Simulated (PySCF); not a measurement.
# GeH+: a composite coupled-cluster curve

The task here is to estimate one member of a computed series from the others.

Program: PySCF 2.14.0. Level of theory: CCSD(T) on RHF, scalar-relativistic core potentials. These are calculated values, not measurements.

2 further runs of the same task are left out: 2 set aside as unsound or not needed.

The first run:

```yaml
molecule: GeH+
state: singlet, unpaired electrons none
smaller_basis: Ge cc-pwCVDZ-PP with ECP10, H aug-cc-pVDZ
larger_basis: Ge cc-pwCVTZ-PP with ECP10, H aug-cc-pVTZ
frozen_core_orbitals: 4
extrapolation: correlation as n⁻³ (n = 2, 3), Hartree–Fock as (n+1)·exp(−9√n)
corrections: none
distances_Å: 1.4054, 1.4693, 1.5332, 1.5971, 1.6609, 1.7408, 1.8206
masses_u: 73.9212, 1.0078
dissociation_limit: Ge+ + H
```

Launch:

```bash
OMP_NUM_THREADS=4 python comp.py task.json out
```

Steps of the session up to this table: Coupled cluster at each distance.

One of the session's tables, all rows but one given; the rest of the session is left out.

It belongs to the step «Coupled cluster at each distance». Parts of the energy along the bond, in eV from Ge+ + H:

| R (Å) | HF/CBS | CCSD corr. | (T) |
| --- | --- | --- | --- |
| 1.4054 | -1.865 | -0.982 | -0.0275 |
| 1.4693 | -2.043 | -0.974 | -0.0284 |
| 1.5332 | ? | ? | ? |
| 1.5971 | -2.122 | -0.975 | -0.0319 |
| 1.6609 | -2.064 | -0.983 | -0.0345 |
| 1.7408 | -1.928 | -0.999 | -0.0385 |
| 1.8206 | -1.741 | -1.022 | -0.0435 |

**Question.** Estimate the row for R (Å) = 1.5332.

Worked estimate for «HF/CBS». A straight line through the neighbours (1.4693, -2.043) and (1.5971, -2.122) gives -2.043 + (-2.122 + 2.043) × (1.5332 − 1.4693) / (1.5971 − 1.4693) = -2.083; a parabola fitted to 4 rows on both sides gives -2.122.

The run gave: HF/CBS: -2.121; CCSD corr.: -0.972; (T): -0.0299. In «HF/CBS» the line misses by +0.038 and the parabola by -0.001.

Caveats from the session: An extrapolation from double and triple zeta is rough, so this isn't yet the limit.
